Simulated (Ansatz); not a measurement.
Debugging cell relaxations under several functionals of SbAs, space group R3m (Ansatz's Python interface).

Script `lattice_sbas.py`:
```python
# -*- coding: utf-8 -*-
"""Relaxed cell of SbAs under several functionals."""

import ansatz as az
import numpy as np

def edges_and_angles(cell):
    cell = np.asarray(cell)
    a, b, c = np.linalg.norm(cell, axis=1)
    cosines = cell[1] @ cell[2] / (b * c), cell[0] @ cell[2] / (a * c), cell[0] @ cell[1] / (a * b)
    return (a, b, c, *np.degrees(np.arccos(cosines)))


def main():
    sbas = (
        az.Lattice.of((2.032714, 1.173588, 3.716594), (-2.032714, 1.173588, 3.716594), (0.0, -2.347176, 3.716594))
        .atom("Sb", (0.229098, 0.229098, 0.229098))
        .atom("As", (0.7709, 0.7709, 0.7709))
    )

    job = sbas.calculation()
    job = job.occupations("fixed")
    job = job.basis(650)
    job = job.kpoints(8, 8, 8)
    job = job.relax(cell=True, force_tolerance=0.01, max_steps=60)

    levels = [("lda", "none"), ("pbesol", "none"), ("pbesol", "d3bj")]
    print("level            a       b       c    alpha   beta  gamma  V/atom  steps")
    for name, dispersion in levels:
        seen = []
        run = job.functional(name, dispersion=dispersion).session().plan()
        res = run.execute(on_event=lambda e: seen.append(e) if e["event"] == "relax_step" else None)
        cell = res.lattice.cell_ang
        label = name if dispersion == "none" else f"{name}+{dispersion}"
        print("{:13s} {:7.4f} {:7.4f} {:7.4f} {:6.2f} {:6.2f} {:6.2f}".format(label, *edges_and_angles(cell)), f"{abs(np.linalg.det(cell)) / len(res.lattice.sites):7.3f} {len(seen):5d}")


if __name__ == "__main__":
    main()
```

```console
$ python lattice_sbas.py
level            a       b       c    alpha   beta  gamma  V/atom  steps
RunWarning: iter 1: σ=0 fill of 15 bands saw a band overlap (occupied 9.6202 eV > unoccupied 9.3589 eV) — on an unconverged iterate often a transient of an unconverged empty band; one that stands at the close is told there (band_overlap_at_count); if the run fails to converge, the spectrum is likely genuinely metallic at σ=0 — use a smearing of finite width or the tetrahedron method (which not every kind of run takes: see the entry of scf.occupations.method in the input reference), with at [...]
RunWarning: the bands overlap at the fill by count (15 filled at each k-point of a channel): the highest filled level, 10.851164 eV at k-index 23, stands 0.2272 eV over the lowest empty one, 10.623974 eV at k-index 4, so that a fill of the lowest levels lies lower and no gap is reported. A metal, or a carrier in a host's bands, wants a smearing of finite width or the tetrahedron method (`scf.occupations.method`). A defect's level that its images broaden is meant whole, and this fill is then the [...]
lda            4.1820  4.1820  4.1820  57.77  57.77  57.77  24.535     8
pbesol         4.2164  4.2164  4.2164  57.65  57.65  57.65  25.073     7
pbesol+d3bj    4.1172  4.1172  4.1172  58.46  58.46  58.46  23.805     9
```
(Warnings from the package without file and line, shortened, repeats left out.)

The script ran to its end, but the result can't be trusted. Why?

The fault: fixed occupations, though the bands overlap at this level of theory. Mended:

```diff
--- before
+++ after
@@ -21,3 +21,3 @@
     job = sbas.calculation()
-    job = job.occupations("fixed")
+    job = job.occupations("fermi_dirac", width=0.1)
     job = job.basis(650)
```

After the fix:

```console
$ python lattice_sbas.py
level            a       b       c    alpha   beta  gamma  V/atom  steps
lda            4.1880  4.1880  4.1880  57.50  57.50  57.50  24.480     8
pbesol         4.2274  4.2274  4.2274  57.28  57.28  57.28  25.034     7
pbesol+d3bj    4.1237  4.1237  4.1237  58.14  58.14  58.14  23.733     8
```

Reading the output:
- Dispersion corrections can be off by several per cent in the lattices of metals, and by several GPa in the pressure at a fixed cell.
- The mesh is modest for a metal, so energies can be off by several to tens of meV an atom and pressures by half a GPa or more; differences at equal mesh fare better.
- Edges and angles are those of the cell as typed, here a primitive one, not of the conventional cell.
- The structure comes from a database of computed cells and needn't be a stable or known phase.
- The whole script took 3.5 min on 1 thread of Arm Neoverse V2, with other jobs on the host, peak memory 0.58 GiB.
